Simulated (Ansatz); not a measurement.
**Si2H5ClO2 (SMILES O[SiH2][SiH](O)Cl): BLYP/cc-pVDZ**

Aim: the vertical ionisation energy of Si2H5ClO2 at BLYP/cc-pVDZ, from 2 runs. 

The results are computed with Ansatz 0.2.0.

45 further runs of the same task are left out: 45 set aside as unsound or not needed.

### 1 The system as given

The species is Si2H5ClO2 (10 atoms), meant as a singlet with charge 0. As SMILES, `O[SiH2][SiH](O)Cl`. The shape is that of a PBE0-D4/def2-TZVP optimisation. This is one conformer, not always the lowest.

Bond lengths: O1–Si2 1.650 Å, Si2–Si3 2.348 Å, Si3–O4 1.649 Å, Si3–Cl5 2.066 Å, O1–H6 0.960 Å, Si2–H7 1.491 Å, Si2–H8 1.483 Å, Si3–H9 1.486 Å, O4–H10 0.960 Å. Some angles: O1–Si2–Si3 106.6°, Si2–Si3–O4 101.2°, Si2–Si3–Cl5 111.9°, O4–Si3–Cl5 110.1°, O1–Si2–H7 111.9°, O1–Si2–H8 108.3°, Si3–Si2–H7 109.2°, Si3–Si2–H8 112.4°, Si2–O1–H6 115.5°, Si2–Si3–H9 117.8°.

### 2 A single-point energy at BLYP/cc-pVDZ

The input, molecule.yaml:

```yaml
crystal:
  periodic: [false, false, false]
  atoms:
    - {symbol: O, position_ang: [-0.930000, 0.870600, 1.737400]}
    - {symbol: Si, position_ang: [-0.447400, 1.332200, 0.228900]}
    - {symbol: Si, position_ang: [0.341100, -0.602400, -0.843800]}
    - {symbol: O, position_ang: [0.842400, -1.502200, 0.443500]}
    - {symbol: Cl, position_ang: [-1.163400, -1.590800, -1.857000]}
    - {symbol: H, position_ang: [-0.481100, 0.102500, 2.098700]}
    - {symbol: H, position_ang: [0.646000, 2.345000, 0.279800]}
    - {symbol: H, position_ang: [-1.611200, 1.931000, -0.468100]}
    - {symbol: H, position_ang: [1.430200, -0.446300, -1.842900]}
    - {symbol: H, position_ang: [1.198600, -2.379200, 0.286500]}
basis:
  gaussian:
    orbitals: cc-pVDZ
hamiltonian:
  xc: {name: BLYP}
accuracy: high
output: {orbitals: {seedname: orbitals}}
```

Command:

```sh
$ ansatz run molecule.yaml --threads 1 --pin off --max-ram 2610MiB --events-out events.jsonl --progress --plain --runs-dir runs
```

Log:

```text
Warning: RAYON_NUM_THREADS=1 ignored (pool sized by the plan → 1); use --threads N
Functional definition: BLYP
  name "BLYP"
  parameter beta = 0.0042
  parameter a = 0.04918
  parameter b = 0.132
  parameter c = 0.2533
  parameter d = 0.349
  exchange = b88_x(beta = beta)
  correlation = lyp_c(a = a, b = b, c = c, d = d)
2472 factors; integrals over basis functions are off by at most 5.7e-9 eV
mean field evaluation 1: about -32444.6057 eV, gradient 7.8e1 eV
mean field evaluation 2: about -32372.8863 eV, gradient 2.0e2 eV
mean field evaluation 4: about -32454.9591 eV, gradient 1.0e1 eV
mean field evaluation 8: about -32455.1905 eV, gradient 2.6e-1 eV
mean field evaluation 16: about -32455.1907 eV, gradient 2.0e-5 eV
mean field -32455.19068943 eV, -1192.7062589183 hartree, gradient 6.3e-8 eV, S^2 0.000000; 0 other end points of the search recorded, 0 dependent functions left out
reference -32455.19075110 eV, -1192.7062611844 hartree; 33, 33 occupied and 74, 74 virtual orbitals, 2472 factors
Total energy: -32455.19075110 eV, -1192.7062611844 hartree
```

Run time: 11 s. Hardware: 1 thread of Arm Neoverse V2, shared host; peak memory 0.32 GiB.

### 3 The doublet cation

The input, run.yaml:

```yaml
crystal:
  periodic: [false, false, false]
  atoms:
    - symbol: O
      position_ang: [-0.930000, 0.870600, 1.737400]
    - symbol: Si
      position_ang: [-0.447400, 1.332200, 0.228900]
    - symbol: Si
      position_ang: [0.341100, -0.602400, -0.843800]
    - symbol: O
      position_ang: [0.842400, -1.502200, 0.443500]
    - symbol: Cl
      position_ang: [-1.163400, -1.590800, -1.857000]
    - symbol: H
      position_ang: [-0.481100, 0.102500, 2.098700]
    - symbol: H
      position_ang: [0.646000, 2.345000, 0.279800]
    - symbol: H
      position_ang: [-1.611200, 1.931000, -0.468100]
    - symbol: H
      position_ang: [1.430200, -0.446300, -1.842900]
    - symbol: H
      position_ang: [1.198600, -2.379200, 0.286500]
basis:
  gaussian: {orbitals: cc-pVDZ}
output: {orbitals: {seedname: orbitals}}
accuracy: high
magnetization: {spin_polarized: true, initial_magnetization: 1}
hamiltonian: {xc: {name: BLYP}}
total_charge: 1
```

Command:

```sh
$ ansatz run run.yaml --threads 1 --pin off --max-ram 2610MiB --events-out events.jsonl --progress --plain --runs-dir runs
```

Log (excerpt; [...] marks lines left out):

```text
Warning: RAYON_NUM_THREADS=1 ignored (pool sized by the plan → 1); use --threads N
[... 9 set-up lines as earlier in the session ...]
2471 factors; integrals over basis functions are off by at most 5.7e-9 eV
mean field evaluation 1: about -32425.4847 eV, gradient 7.5e1 eV
mean field evaluation 2: about -32190.7606 eV, gradient 2.0e2 eV
mean field evaluation 4: about -32436.3047 eV, gradient 4.0e1 eV
mean field evaluation 8: about -32445.9782 eV, gradient 3.2e0 eV
mean field evaluation 16: about -32446.0526 eV, gradient 6.0e-3 eV
mean field evaluation 32: about -32444.5867 eV, gradient 9.8e0 eV
mean field -32446.05259794 eV, -1192.3704402500 hartree, gradient 4.2e-8 eV, S^2 0.752226; 6 other end points of the search recorded, 0 dependent functions left out
reference -32446.05266033 eV, -1192.3704425428 hartree; 33, 32 occupied and 74, 75 virtual orbitals, 2471 factors
Total energy: -32446.05266033 eV, -1192.3704425428 hartree
```

Run time: 22 s. Hardware: 1 thread of Arm Neoverse V2, shared host; peak memory 0.43 GiB.

### 4 Outcome

Level: BLYP/cc-pVDZ.

| quantity | value |
| --- | --- |
| singlet Si2H5ClO2: total energy | -1192.70626 Eh |
| singlet Si2H5ClO2: HOMO energy | -6.29 eV |
| singlet Si2H5ClO2: LUMO energy | -1.09 eV |
| singlet Si2H5ClO2: HOMO–LUMO gap | 5.20 eV |
| doublet cation: total energy | -1192.37044 Eh |
| doublet cation: HOMO energy (highest over α and β) | -12.57 eV |
| doublet cation: LUMO energy (lowest over α and β) | -11.96 eV |
| doublet cation: ⟨S²⟩ | 0.752 |
| vertical ionisation energy (to the doublet cation) | 9.138 eV |

**Reading.** Removing an electron at fixed nuclei costs 9.14 eV (882 kJ/mol). The negative HOMO energy of the first species, 6.29 eV, lies 2.84 eV below that difference.
